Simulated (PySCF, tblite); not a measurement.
**Al₂HF₅, a small molecule taken as a stand-in for a surface group (aluminium fluoride dimer): NMR shifts, core binding energies and electronic excitations**

Wanted: the NMR shifts, core binding energies and electronic excitations for `[F][AlH-]1[F+][Al-]([F])([F])[F+]1`.

Programs: tblite 0.8.0 and PySCF 2.14.0. All values are calculated, for the isolated system unless a continuum is named. Atoms count from 0, parts from 1.

### 1 Starting point

8 atoms, charge 0, multiplicity 1; geometry: distance geometry start.

### 2 Geometry optimisation with GFN2-xTB

Job settings and geometry (Å):

```
{"job": {"kind": "relax", "xc": "GFN2-xTB", "basis": "xTB"}, "charge": 0, "multiplicity": 1}
F     -2.643019     0.889045     0.082239
Al    -1.483049     1.026703    -1.234697
F     -1.904805     2.010917    -2.621236
F      0.210642     1.323698    -0.620193
Al     1.002766    -0.259586    -1.071548
F      1.380791    -1.254345     0.332933
F     -0.711780    -0.554673    -1.674879
H      1.970467    -0.137932    -2.196875
```

Level: GFN2-xTB geometry optimisation, gas phase.

The run is started by

```console
OMP_NUM_THREADS=1 python cluster_run.py task.json out
```

The driver reads the jobs from task.json and runs them one after another.

Standard output:

```text
step      E/eV     max force
  0    -728.08747    2.551
  1    -728.42815    1.826
  2    -728.57281    1.691
  3    -728.61904    0.472
  4    -728.63469    0.419
  5    -728.65695    0.275
  6    -728.66068    0.229
  7    -728.67600    0.427
  8    -728.68434    0.470
  9    -728.69599    0.284
 10    -728.69995    0.183
 11    -728.70400    0.231
 12    -728.70887    0.321
 13    -728.71369    0.281
 14    -728.71584    0.120
 15    -728.71642    0.055
 16    -728.71668    0.069
 17    -728.71702    0.095
 18    -728.71760    0.122
 19    -728.71850    0.143
 20    -728.71975    0.152
 21    -728.72108    0.142
 22    -728.72209    0.120
 23    -728.72278    0.094
 24    -728.72338    0.091
 25    -728.72404    0.092
 26    -728.72485    0.103
 27    -728.72584    0.143
 28    -728.72695    0.159
 29    -728.72808    0.127
 30    -728.72902    0.083
 31    -728.72966    0.073
 32    -728.73021    0.069
 33    -728.73095    0.095
 34    -728.73198    0.114
 35    -728.73323    0.121
 36    -728.73444    0.140
 37    -728.73543    0.124
 38    -728.73600    0.077
 39    -728.73626    0.041
 40    -728.73641    0.039
 41    -728.73654    0.041
 42    -728.73666    0.042
 43    -728.73678    0.027
 44    -728.73686    0.017
 45    -728.73688    0.014
 46    -728.73690    0.012
 47    -728.73691    0.009
 48    -728.73691    0.007
```

Run time: 0.54 s. Hardware: 1 thread of Arm Neoverse V1, shared host.

Relaxation path:

```tsv
step	energy from step 0 (eV)	largest force (eV/Å)
0	0.0000	2.5501
2	-0.4853	1.6909
4	-0.5472	0.4189
6	-0.5732	0.2287
8	-0.5969	0.4704
10	-0.6125	0.1828
12	-0.6214	0.3201
14	-0.6284	0.1204
16	-0.6292	0.0689
18	-0.6301	0.1212
20	-0.6323	0.1518
22	-0.6346	0.1198
24	-0.6359	0.0917
26	-0.6374	0.1031
28	-0.6395	0.1592
30	-0.6415	0.0829
32	-0.6427	0.0694
34	-0.6445	0.1142
36	-0.6470	0.1399
38	-0.6485	0.0772
40	-0.6489	0.0391
42	-0.6492	0.0418
44	-0.6494	0.0171
46	-0.6494	0.0121
48	-0.6494	0.0065
```

Close pairs (by a distance rule), those that changed most:

```tsv
bond	before (Å)	after (Å)	change (Å)
F0–Al1	1.760	1.624	-0.136
Al4–F5	1.762	1.635	-0.128
Al1–F2	1.752	1.625	-0.126
Al1–Al4	2.804	2.719	-0.085
Al1–F3	1.826	1.785	-0.041
Al1–F6	1.814	1.784	-0.030
Al4–F6	1.841	1.832	-0.010
Al4–H7	1.489	1.493	+0.004
```

### 3 Geometry optimisation at PBE0-D3(BJ)/def2-SVP

Job settings and geometry (Å):

```
{"job": {"xc": "PBE0", "basis": "def2-SVP", "d3": "d3bj", "grid": 2, "kind": "geom", "shake": 0.01}, "charge": 0, "multiplicity": 1}
F     -2.335427     0.564004     1.031439
Al    -1.183260     0.625599    -0.091684
F     -1.213742     1.425595    -1.514321
F      0.437191     0.876982     0.696694
Al     1.210195    -0.658545     0.085596
F      1.766271    -1.591150     1.306188
F     -0.517770    -1.012956    -0.347900
H      1.882619    -0.258082    -1.193913
```

Standard output:

```text
step   0  E = -983.85861839  max force = 0.019656
step   1  E = -983.86343811  max force = 0.005598
step   2  E = -983.86385936  max force = 0.004078
step   3  E = -983.86444223  max force = 0.002325
step   4  E = -983.86467976  max force = 0.002582
step   5  E = -983.86494431  max force = 0.002694
step   6  E = -983.86505022  max force = 0.002171
step   7  E = -983.86510672  max force = 0.001786
step   8  E = -983.86515263  max force = 0.001308
step   9  E = -983.86518360  max force = 0.001619
step  10  E = -983.86519782  max force = 0.001030
step  11  E = -983.86520192  max force = 0.001098
step  12  E = -983.86520868  max force = 0.000922
step  13  E = -983.86522156  max force = 0.001108
step  14  E = -983.86523217  max force = 0.000754
step  15  E = -983.86523887  max force = 0.000529
step  16  E = -983.86524234  max force = 0.000371
optimisation converged
```

Wall time 96 s (1 thread of Arm Neoverse V1, shared host); peak memory 0.54 GiB.

Along the way:

```tsv
step	energy from step 0 (eV)	largest force component (eV/Å)
0	0.0000	1.0108
1	-0.1312	0.2879
2	-0.1426	0.2097
3	-0.1585	0.1196
4	-0.1649	0.1328
5	-0.1721	0.1385
6	-0.1750	0.1116
7	-0.1766	0.0918
8	-0.1778	0.0673
9	-0.1786	0.0833
10	-0.1790	0.0530
11	-0.1791	0.0565
12	-0.1793	0.0474
13	-0.1797	0.0570
14	-0.1800	0.0388
15	-0.1802	0.0272
16	-0.1802	0.0191
```

Close pairs (by a distance rule), those that changed most:

```tsv
bond	before (Å)	after (Å)	change (Å)
Al1–Al4	2.722	2.790	+0.068
Al4–H7	1.500	1.557	+0.057
F0–Al1	1.610	1.644	+0.034
Al4–F6	1.816	1.840	+0.024
Al4–F5	1.634	1.654	+0.021
Al1–F6	1.787	1.806	+0.019
F3–Al4	1.825	1.839	+0.015
Al1–F3	1.820	1.805	-0.015
```

The next job starts from the end point, and lists it.

```tsv
at the end point	value
point group (found at 0.08 Å tolerance)	Cs
rotational constants (GHz, main isotopes)	3.211, 1.192, 1.060
dipole moment (D)	1.59
```

### 4 Shielding tensors: PBE0/pcSseg-2

Job settings and geometry (Å):

```
{"job": {"kind": "nmr", "xc": "PBE0", "basis": "pcSseg-2"}, "charge": 0, "multiplicity": 1}
F     -2.194059     0.174432     1.361135
Al    -1.271256     0.515232     0.043446
F     -1.777322     1.437460    -1.222372
F      0.411527     0.966399     0.515167
Al     1.318377    -0.515869    -0.087621
F      1.714378    -1.433303     1.230980
F     -0.405293    -0.946826    -0.567909
H      2.249669    -0.225985    -1.300958
```

Method: GIAO PBE0/pcSseg-2 NMR shielding, non-relativistic, gas phase.

Standard output:

```text
coarse grid: 9304 points
cycle   1  E = -984.4540526102  dE =  3.616e-01  |g| = 1.189e+00  |ddm| = 2.353e+00
cycle   2  E = -984.1513453932  dE =  3.027e-01  |g| = 1.891e+00  |ddm| = 1.239e+00
cycle   3  E = -984.6672120852  dE = -5.159e-01  |g| = 1.165e-01  |ddm| = 7.745e-01
cycle   4  E = -984.6687461389  dE = -1.534e-03  |g| = 5.505e-02  |ddm| = 5.884e-02
cycle   5  E = -984.6691512946  dE = -4.052e-04  |g| = 6.223e-03  |ddm| = 2.009e-02
cycle   6  E = -984.6691553207  dE = -4.026e-06  |g| = 1.519e-03  |ddm| = 3.119e-03
final grid: 87176 points
cycle   7  E = -984.6678845565  dE = -1.193e-04  |g| = 3.910e-03  |ddm| = 1.627e-02
cycle   8  E = -984.6678835595  dE =  9.969e-07  |g| = 4.525e-03  |ddm| = 2.761e-03
cycle   9  E = -984.6678862852  dE = -2.726e-06  |g| = 6.969e-04  |ddm| = 1.747e-03
cycle  10  E = -984.6678863452  dE = -5.998e-08  |g| = 1.826e-04  |ddm| = 2.697e-04
cycle  11  E = -984.6678863488  dE = -3.567e-09  |g| = 8.244e-05  |ddm| = 9.009e-05
cycle  12  E = -984.6678863497  dE = -9.081e-10  |g| = 4.795e-06  |ddm| = 2.869e-05
converged SCF energy = -984.6678863497

GIAO shielding tensors (ppm)
atom      isotropic    diamagn.    paramagn.     s11        s22        s33       span
  0 F      389.863     465.226     -75.363    355.275    356.632    457.682    102.407
  1 Al     524.545     791.782    -267.236    462.337    510.014    601.285    138.949
  2 F      389.862     465.324     -75.463    355.158    358.879    455.547    100.389
  3 F      340.855     468.974    -128.119    301.759    352.953    367.851     66.092
  4 Al     490.347     792.015    -301.669    423.931    452.214    594.896    170.965
  5 F      355.187     466.080    -110.893    299.155    321.171    445.235    146.079
  6 F      340.848     468.991    -128.143    301.729    352.933    367.881     66.152
  7 H       27.107      27.736      -0.629     23.424     24.621     33.277      9.853
```

Wall time 30 s (1 thread of Arm Neoverse V1, shared host); peak memory 1.1 GiB.

Shifts follow as δ = σ(reference) − σ, with reference shieldings (ppm) from runs at the same level and on the same kind of geometry: ¹H TMS 31.25, ¹⁹F CFCl3 175.8, ²⁷Al AlH4- 485.2. The references are single molecules in the gas phase, so shifts against H2O, NH3, PH3, H3PO4 or CFCl3 are not on the usual liquid scales and can be off by tens of ppm. Shifts against hydride references such as AlH4− lie on their own scale. Atoms listed in one row are averaged.

```tsv
atoms	environment	σ (ppm)	δ (ppm)
H7		27.11	4.14
F3, F6	fluorine bonded to 2 Al	340.9	-165.0
F5	fluorine bonded to Al	355.2	-179.4
F2	fluorine bonded to Al	389.9	-214.1
F0	fluorine bonded to Al	389.9	-214.1
Al4		490.3	-5.1
Al1		524.5	-39.3
```

Charges from the same density, by scheme (e):

```tsv
atoms	Mulliken	IAO	Hirshfeld	ESP fit
F0	-0.48	-0.57	-0.29	-0.47
Al1	1.40	1.62	0.72	1.33
F2	-0.49	-0.57	-0.29	-0.49
F3, F6	-0.45	-0.51	-0.16	-0.38
Al4	1.18	1.32	0.63	1.07
F5	-0.50	-0.57	-0.30	-0.44
```

Mayer bond orders: F0–Al1 0.90, Al1–F2 0.89, Al1–F3 0.49, F3–Al4 0.44, Al4–F5 0.87, Al4–F6 0.44, F6–Al1 0.49.

### 5 X-ray photoelectron lines: SCAN, X2C

Same as in step 4 but for these lines:

```diff
@@ -1,2 +1,2 @@
-{"job": {"kind": "nmr", "xc": "PBE0", "basis": "pcSseg-2"}, "charge": 0, "multiplicity": 1}
+{"job": {"kind": "xps", "holes": 5}, "charge": 0, "multiplicity": 1}
 F     -2.194059     0.174432     1.361135
```

Level: delta-SCF UKS SCAN, pcX-2 on the ionised atom, pcseg-1 elsewhere, spin-free X2C.

Standard output:

```text
ground state, core basis on atom 0 (F), 142 functions
  cycle   1  E = -985.94766726  |g| = 1.17e+00
  cycle   2  E = -985.36115954  |g| = 2.28e+00
  cycle   3  E = -986.15582059  |g| = 1.87e-01
  cycle   4  E = -986.16061230  |g| = 8.73e-02
  cycle   5  E = -986.16165483  |g| = 1.01e-02
  cycle   6  E = -986.16167513  |g| = 7.04e-03
  cycle   7  E = -986.16167811  |g| = 2.98e-03
  cycle   8  E = -986.16168042  |g| = 2.14e-04
  E(ground) = -986.19850250 Eh
hole in F 1s of atom 0
  cycle   1  E = -959.81835145  |g| = 2.58e+00
  cycle   2  E = -959.90235962  |g| = 2.05e+00
  cycle   3  E = -960.67675840  |g| = 2.76e-01
  cycle   4  E = -960.67114465  |g| = 2.70e-01
  cycle   5  E = -960.69466079  |g| = 2.85e-02
  cycle   6  E = -960.69476448  |g| = 2.30e-02
  cycle   7  E = -960.69492576  |g| = 2.44e-03
  cycle   8  E = -960.69492792  |g| = 8.88e-04
  cycle   9  E = -960.69492940  |g| = 6.97e-04
  cycle  10  E = -960.69492840  |g| = 8.82e-05
  E(ion) = -960.73974779 Eh   <S^2> = 0.7564   hole on atom = 1.000   binding energy = 692.768 eV
ground state, core basis on atom 1 (Al), 153 functions
  cycle   1  E = -986.20342883  |g| = 2.64e-01
  cycle   2  E = -986.20081774  |g| = 1.76e-01
  cycle   3  E = -986.20262495  |g| = 1.32e-01
  cycle   4  E = -986.20531041  |g| = 1.54e-02
  cycle   5  E = -986.20533572  |g| = 4.03e-03
  cycle   6  E = -986.20533886  |g| = 3.32e-04
  E(ground) = -986.20406589 Eh
hole in Al 2p of atom 1
  cycle   1  E = -982.88200336  |g| = 1.08e+00
  cycle   2  E = -982.90324636  |g| = 8.95e-01
  cycle   3  E = -983.06471639  |g| = 4.08e-01
  cycle   4  E = -983.11751899  |g| = 6.89e-02
  cycle   5  E = -983.11849258  |g| = 3.59e-02
  cycle   6  E = -983.11883184  |g| = 1.90e-02
  cycle   7  E = -983.11894848  |g| = 2.04e-03
  cycle   8  E = -983.11894883  |g| = 8.96e-04
  cycle   9  E = -983.11894980  |g| = 1.55e-04
  E(ion) = -983.12873434 Eh   <S^2> = 0.7514   hole on atom = 1.004   binding energy = 83.684 eV
  2p3/2 = 83.671 eV   2p1/2 = 84.137 eV
ground state, core basis on atom 3 (F), 142 functions
  cycle   1  E = -986.15758553  |g| = 1.34e-01
  cycle   2  E = -986.15615380  |g| = 1.28e-01
  cycle   3  E = -986.15786751  |g| = 5.91e-02
  cycle   4  E = -986.15832299  |g| = 4.55e-03
  cycle   5  E = -986.15832648  |g| = 1.96e-03
  cycle   6  E = -986.15832824  |g| = 1.49e-04
  E(ground) = -986.19618869 Eh
hole in F 1s of atom 3
  cycle   1  E = -959.73265242  |g| = 2.58e+00
  cycle   2  E = -959.72510671  |g| = 2.09e+00
  cycle   3  E = -960.57008536  |g| = 3.81e-01
  cycle   4  E = -960.57097435  |g| = 3.58e-01
  cycle   5  E = -960.61185396  |g| = 3.27e-02
  cycle   6  E = -960.61200514  |g| = 2.70e-02
  cycle   7  E = -960.61223009  |g| = 4.26e-03
  cycle   8  E = -960.61223744  |g| = 1.17e-03
  cycle   9  E = -960.61223846  |g| = 7.53e-04
  cycle  10  E = -960.61223860  |g| = 2.70e-04
  E(ion) = -960.65817659 Eh   <S^2> = 0.7565   hole on atom = 1.000   binding energy = 694.925 eV
ground state, core basis on atom 4 (Al), 153 functions
  cycle   1  E = -986.19310191  |g| = 2.78e-01
  cycle   2  E = -986.18872802  |g| = 2.23e-01
  cycle   3  E = -986.19373007  |g| = 1.23e-01
  cycle   4  E = -986.19598196  |g| = 1.78e-02
  cycle   5  E = -986.19601467  |g| = 5.70e-03
  cycle   6  E = -986.19601967  |g| = 3.66e-04
  E(ground) = -986.19484189 Eh
hole in Al 2p of atom 4
  cycle   1  E = -982.88191475  |g| = 1.08e+00
  cycle   2  E = -982.95810404  |g| = 8.28e-01
  cycle   3  E = -983.08817108  |g| = 3.55e-01
  cycle   4  E = -983.12728003  |g| = 7.20e-02
  cycle   5  E = -983.12841703  |g| = 3.32e-02
  cycle   6  E = -983.12870738  |g| = 1.71e-02
  cycle   7  E = -983.12880183  |g| = 2.10e-03
  cycle   8  E = -983.12880316  |g| = 8.16e-04
  cycle   9  E = -983.12880363  |g| = 2.90e-04
  E(ion) = -983.13742732 Eh   <S^2> = 0.7518   hole on atom = 1.004   binding energy = 83.196 eV
  2p3/2 = 83.223 eV   2p1/2 = 83.710 eV
ground state, core basis on atom 5 (F), 142 functions
  cycle   1  E = -986.16103681  |g| = 1.23e-01
  cycle   2  E = -986.16041816  |g| = 8.47e-02
  cycle   3  E = -986.16069981  |g| = 7.00e-02
  cycle   4  E = -986.16132261  |g| = 2.30e-03
  cycle   5  E = -986.16132671  |g| = 1.04e-03
  cycle   6  E = -986.16132450  |g| = 1.32e-04
  E(ground) = -986.19806812 Eh
hole in F 1s of atom 5
  cycle   1  E = -959.82626764  |g| = 2.58e+00
  cycle   2  E = -959.91076458  |g| = 2.05e+00
  cycle   3  E = -960.69737622  |g| = 2.21e-01
  cycle   4  E = -960.70534811  |g| = 7.79e-02
  cycle   5  E = -960.70689053  |g| = 3.60e-02
  cycle   6  E = -960.70727004  |g| = 6.42e-03
  cycle   7  E = -960.70728820  |g| = 3.71e-03
  cycle   8  E = -960.70729012  |g| = 1.23e-03
  cycle   9  E = -960.70729191  |g| = 2.44e-04
  E(ion) = -960.75098768 Eh   <S^2> = 0.7565   hole on atom = 1.000   binding energy = 692.450 eV
```

Wall time 21 s (1 thread of Arm Neoverse V1, shared host); peak memory 0.54 GiB.

The holes in one table. −ε is the ground-state orbital energy:

```tsv
hole	stands for	environment	ΔSCF (eV; 2p as the shell's mean)	−ε (eV)	⟨S²⟩
F1s on F0	F0	fluorine bonded to Al	692.77	666.4	0.756
Al2p on Al1	Al1		83.83	72.9	0.751
F1s on F3	F3, F6	fluorine bonded to 2 Al	694.92	668.6	0.756
Al2p on Al4	Al4		83.39	72.7	0.752
F1s on F5	F5	fluorine bonded to Al	692.45	666.2	0.757
```

Each hole run stands for the others of its class of like atoms.

With the spin-orbit splitting: Al1 2p3/2 83.67, 2p1/2 84.14 eV; Al4 2p3/2 83.22, 2p1/2 83.71 eV. The table gives each 2p level as the mean over the whole 2p shell (two parts 2p3/2, one part 2p1/2), which differs a little from the single hole in the log.

### 6 TDDFT and polarisability: CAM-B3LYP/def2-SVPD

Same as in step 5 but for these lines:

```diff
@@ -1,2 +1,2 @@
-{"job": {"kind": "xps", "holes": 5}, "charge": 0, "multiplicity": 1}
+{"job": {"kind": "uv", "xc": "CAM-B3LYP", "basis": "def2-SVPD", "nstates": 6, "ntriplets": 2, "ip": true}, "charge": 0, "multiplicity": 1}
 F     -2.194059     0.174432     1.361135
```

With the program's defaults for keys left out, this is: TDDFT CAM-B3LYP/def2-SVPD, vertical, gas phase, core orbitals frozen in the response.

Standard output:

```text
coarse grid: 9304 points
cycle   1  E = -984.2048341640  dE =  2.644e-01  |g| = 1.057e+00  |ddm| = 3.233e+00
cycle   2  E = -984.0918997011  dE =  1.129e-01  |g| = 1.425e+00  |ddm| = 1.925e+00
cycle   3  E = -984.4026614224  dE = -3.108e-01  |g| = 7.427e-02  |ddm| = 9.845e-01
cycle   4  E = -984.4033336419  dE = -6.722e-04  |g| = 4.502e-02  |ddm| = 9.430e-02
cycle   5  E = -984.4036517634  dE = -3.181e-04  |g| = 6.434e-03  |ddm| = 3.371e-02
cycle   6  E = -984.4036603451  dE = -8.582e-06  |g| = 8.982e-04  |ddm| = 7.213e-03
final grid: 87176 points
cycle   7  E = -984.5242734333  dE = -1.992e-05  |g| = 3.039e-03  |ddm| = 2.307e-02
cycle   8  E = -984.5242731244  dE =  3.089e-07  |g| = 3.535e-03  |ddm| = 5.068e-03
cycle   9  E = -984.5242749999  dE = -1.875e-06  |g| = 3.055e-04  |ddm| = 2.418e-03
cycle  10  E = -984.5242750190  dE = -1.906e-08  |g| = 7.310e-05  |ddm| = 3.081e-04
cycle  11  E = -984.5242750200  dE = -1.032e-09  |g| = 4.974e-05  |ddm| = 1.126e-04
cycle  12  E = -984.5242750204  dE = -3.997e-10  |g| = 3.388e-06  |ddm| = 3.517e-05
converged SCF energy = -984.5242750204

Static polarisability (au): isotropic 41.665, principal 37.507 42.012 45.477

Singlet excitations
state   eV       nm        f      main configurations
  1   8.9037    139.3   0.15099   H->L+1 0.96
  2   9.2170    134.5   0.20047   H->L 0.90
  3   9.4246    131.6   0.18819   H->L+2 0.72, H->L+3 0.16
  4   9.6235    128.8   0.03477   H-1->L 0.82
  5   9.7536    127.1   0.00024   H-4->L 0.76, H-2->L 0.10
  6  10.1009    122.7   0.03545   H-5->L 0.57, H-2->L 0.20

Triplet excitations (Tamm-Dancoff, eV): 7.8098 8.0064
Vertical ionisation energy (delta-SCF) = 13.4268 eV
Vertical electron affinity (delta-SCF) = -0.3417 eV
```

Wall time 59 s (1 thread of Arm Neoverse V1, shared host); peak memory 0.87 GiB.

Frontier orbitals and where they lie:

```tsv
orbital	eV	atoms
HOMO−3	-13.68	F5 81 %, F0 6 %, Al4 6 %
HOMO−2	-13.62	F5 81 %, F2 9 %, Al4 4 %
HOMO−1	-13.55	F0 43 %, F2 43 %, F5 7 %
HOMO	-11.91	H7 46 %, Al4 36 %, F5 10 %
LUMO	-0.30	Al1 55 %, Al4 16 %, F0 6 %
LUMO+1	0.46	Al4 42 %, H7 16 %, F3 11 %
LUMO+2	0.68	Al4 61 %, F5 10 %, H7 10 %
```

With each of the 6 states as a Gaussian band of 0.4 eV half-width at 1/e, the curve within the window shown has maxima at 134 nm (ε 18,000) L/(mol cm). Beyond the last state computed it falls off for lack of states. The curve at chosen wavelengths:

nm, ε (L/mol/cm) and a bar:
```
      119        872 
      120       1211 #
      121       1586 ##
      123       2538 ###
      124       3256 ####
      125       4267 ######
      126       5647 #########
      127       7405 ############
      129      11659 ###################
      130      13778 #######################
      131      15599 ##########################
      132      16941 #############################
      133      17696 ##############################
      135      17410 #############################
      136      16504 ############################
      137      15232 ##########################
      138      13709 #######################
      139      12039 ####################
      141       8612 ##############
      142       7002 ###########
      143       5537 #########
      144       4253 ######
      145       3171 ####
      147       1610 ##
      148       1096 #
      149        724
```

Ground-state properties from the same run:

```tsv
property	computed
dipole moment (D)	1.78
polarisability (Å³)	6.17
HOMO–LUMO gap (eV)	11.61
−ε(HOMO) (eV)	11.91
```

### 7 Outcome

```
                                                                 quantity                                             value
                                                              point group                                                Cs
                                     rotational constants (main isotopes)                              3.21, 1.19, 1.06 GHz
                                    ¹H shifts against TMS (PBE0/pcSseg-2)                                          4.14 ppm
¹⁹F shifts against CFCl3 (PBE0/pcSseg-2, means over atoms taken as alike)                -165.0, -179.4, -214.1, -214.1 ppm
                                ²⁷Al shifts against AlH4- (PBE0/pcSseg-2)                                   -5.1, -39.3 ppm
             F1s binding energies, SCAN/pcX-2 (standing for 4 of 5 atoms)                F3 694.92, F0 692.77, F5 692.45 eV
                                        Al2p binding energies, SCAN/pcX-2                           Al1 83.83, Al4 83.39 eV
                                     lowest singlet (CAM-B3LYP/def2-SVPD)                       8.90 eV (139 nm), f = 0.151
                                 brightest single state of those computed                       state 2, 9.22 eV, f = 0.200
                                                           lowest triplet                                           7.81 eV
                                        vertical ionisation energy (ΔSCF)                                          13.43 eV
                                        vertical electron affinity (ΔSCF)  -0.34 eV (unbound: the value hangs on the basis)
```

**Reading.** The start of the PBE0/def2-SVP relaxation was shaken at random by about 0.01 Å, so part of the energy gained, and of the first lengths quoted, undoes that. Over 16 steps the energy fell by 0.180 eV; of the close pairs, Al1–Al4 changed most, 2.722 to 2.790 Å (PBE0/def2-SVP). At PBE0/pcSseg-2: The widest tensor belongs to Al4: span 171 ppm, with a paramagnetic part of -302 ppm. At SCAN/pcX-2: The F1s levels kept as sound span 2.47 eV, from F5 (fluorine bonded to Al) up to F3 (fluorine bonded to 2 Al). Only 4 of the 5 F atoms are covered by sound results. At SCAN/pcX-2: Al1 binds its Al2p electron 0.44 eV more tightly than Al4. The first singlet state (HOMO→LUMO+1 0.96) lies at 8.90 eV and is bright; of the 6 states computed, the strongest absorption comes from state 2 at 9.22 eV. The lowest triplet lies 1.09 eV below the lowest singlet (triplets in Tamm-Dancoff, singlets in full TDDFT). ΔSCF puts the ionisation energy at 13.43 eV, 1.52 eV above −ε(HOMO).
